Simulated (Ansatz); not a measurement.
# SnO2 (Cassiterite): the cost of one run

Program: Ansatz 0.2.0. Level of theory: DFT PBE, scalar-relativistic, plane waves, PAW. These are calculated values, not measurements.

That is the level of the relaxation; later steps name their own.

2 further runs of the same task are left out: 2 set aside as unsound or not needed.

## (1) The system as given

The structure is tetragonal, space group P4_2/mnm (No. 136). The conventional cell has a = 4.827 Å, b = 4.827 Å, c = 3.238 Å, α = 90.00°, β = 90.00°, γ = 90.00°. Sn (site symmetry mmm) is surrounded by 6 O at 2.09 Å. O (site symmetry m2m) is surrounded by 3 Sn at 2.09 Å.

Structure file:

```cif
data_structure
_symmetry_space_group_name_H-M 'P 1'
_symmetry_Int_Tables_number 1
_cell_length_a 4.8274
_cell_length_b 4.8274
_cell_length_c 3.2381
_cell_angle_alpha 90.000
_cell_angle_beta 90.000
_cell_angle_gamma 90.000
_cell_volume 75.46
loop_
_atom_site_label
_atom_site_type_symbol
_atom_site_fract_x
_atom_site_fract_y
_atom_site_fract_z
_atom_site_occupancy
Sn1 Sn 0.00000 0.00000 0.00000 1
Sn2 Sn 0.50000 0.50000 0.50000 1
O1 O 0.30654 0.30654 0.00000 1
O2 O 0.19346 0.80654 0.50000 1
O3 O 0.69346 0.69346 0.00000 1
O4 O 0.80654 0.19346 0.50000 1
```

It is the result of an earlier relaxation at this level (volume 12.58 Å³/atom; gap on the mesh: 0.68 eV).

## (2) Band edges over the whole zone

input.yaml reads:

```yaml
crystal:
  lattice:
    - [4.8274195352, 0.0, 0.0]
    - [0.0, 4.8274195352, 0.0]
    - [0.0, 0.0, 3.2380692396]
  atoms:
    - { symbol: Sn, position: [0.0, 0.0, 0.0] }
    - { symbol: Sn, position: [0.5, 0.5, 0.5] }
    - { symbol: O, position: [0.3065442698, 0.3065442698, 0.0] }
    - { symbol: O, position: [0.1934557302, 0.8065442698, 0.5] }
    - { symbol: O, position: [0.6934557302, 0.6934557302, 0.0] }
    - { symbol: O, position: [0.8065442698, 0.1934557302, 0.5] }
basis:
  ecutwfc: 420
kpoints:
  mp_grid: { grid: [6, 6, 8] }
  band_path: { path: [VBM, CBM], npoints: 2 }
hamiltonian:
  xc: pbe
scf:
  occupations: { method: gaussian, width: 0.02 }
output:
  forces: true
  stress: true
  eigenvalues: true
```

Run with:

```sh
ansatz run input.yaml --threads 2 --pin off --max-ram 5120MiB --backend cpu --events-out ev --progress --plain --runs-dir out
```

**Question.** How long does this run take on 2 threads of Arm Neoverse N1, shared host, and how much memory does it need?

About 12 s, with a peak of 0.41 GiB.
